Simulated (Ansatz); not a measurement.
## MnPt, space group P4/mmm: a convergence test of the plane-wave cutoff, step by step

Program: Ansatz 0.2.0 through its Python package.

The script reads `mnpt.vasp`:
```text
MnPt
1.0
   2.83000000    0.00000000    0.00000000
   0.00000000    2.83000000    0.00000000
   0.00000000    0.00000000    3.66000000
Mn Pt
1 1
Direct
   0.00000000    0.00000000    0.00000000
   0.50000000    0.50000000    0.50000000
```

Run as a notebook:

**Cell 1**
```python
import warnings

import ansatz as az
from ase.io import read
from tabulate import tabulate

warnings.simplefilter("ignore", az.DeckWarning)

atoms = read("mnpt.vasp", format="vasp")
xtal = az.Crystal.from_ase(atoms).moments(Mn=5.2)
```

**Cell 2**
```python
xtal.resolved().sites[-1]
```
Output:
```text
Site(symbol='Pt', position=(0.5, 0.5, 0.5), moment=None, axis=None, held=None, saved=None)
```

**Cell 3**
```python
calc = (
    xtal.calculation()
    .occupations("Fermi-Dirac", width=0.05)
    .kpoints(11, 11, 8)
    .functional("PBEsol")
    .spin("collinear")
)
```

**Cell 4**
```python
rows = []
for value in [250, 325, 400, 475]:
    r = calc.basis(value).run(threads=1, pin="off").report
    rows.append((value, r["free_energy_ev"] / len(r["lattice"]["sites"]), r["n_iterations"], r["magnetization_mub"], r["n_pw"]))
```

**Cell 5**
```python
print(tabulate(rows, headers=["cutoff (eV)", "F/atom (eV)", "iterations", "moment (muB)", "plane waves"], floatfmt=".4f", tablefmt="simple"))

for row in rows[:-1]:
    shift = 1000 * (row[1] - rows[-1][1])
    print(f"{row[0]}: {shift:+.2f} meV/atom" + ("  (within 5 meV)" if abs(shift) < 5 else ""))
```
Output:
```text
  cutoff (eV)    F/atom (eV)    iterations    moment (muB)    plane waves
-------------  -------------  ------------  --------------  -------------
          250     -8125.0916            11          4.1486            253
          325     -8126.4632            11          4.1390            379
          400     -8126.5019            11          4.1337            535
          475     -8126.5035            11          4.1341            661
250: +1411.88 meV/atom
325: +40.22 meV/atom
400: +1.53 meV/atom  (within 5 meV)
```

From 400 eV on it stays within 5 meV an atom of the value at 475 eV; the first row (250 eV) is off by 1411.9 meV and the last but one by 1.53 meV. The energy falls steadily, as expected when plane waves are added. The last run costs about 2.0 times the first.

Other magnetic orders than the one started from may lie lower. For a metal this k-point mesh is coarse: on a finer one energies can move by several to tens of meV an atom and pressures by half a GPa or more, differences at one mesh by less. Spin-orbit coupling, which matters for elements this heavy, is left out. The starting cell is as deposited in a crystallographic database; the results hold for this polymorph, which needn't be the stable one. Shifts are counted from the last row, which is itself no proven limit. The script silences the warnings on its input, which a real study should read. Run time: 44 s on 1 thread of Arm Neoverse V1, on a shared host, peak memory 0.56 GiB.
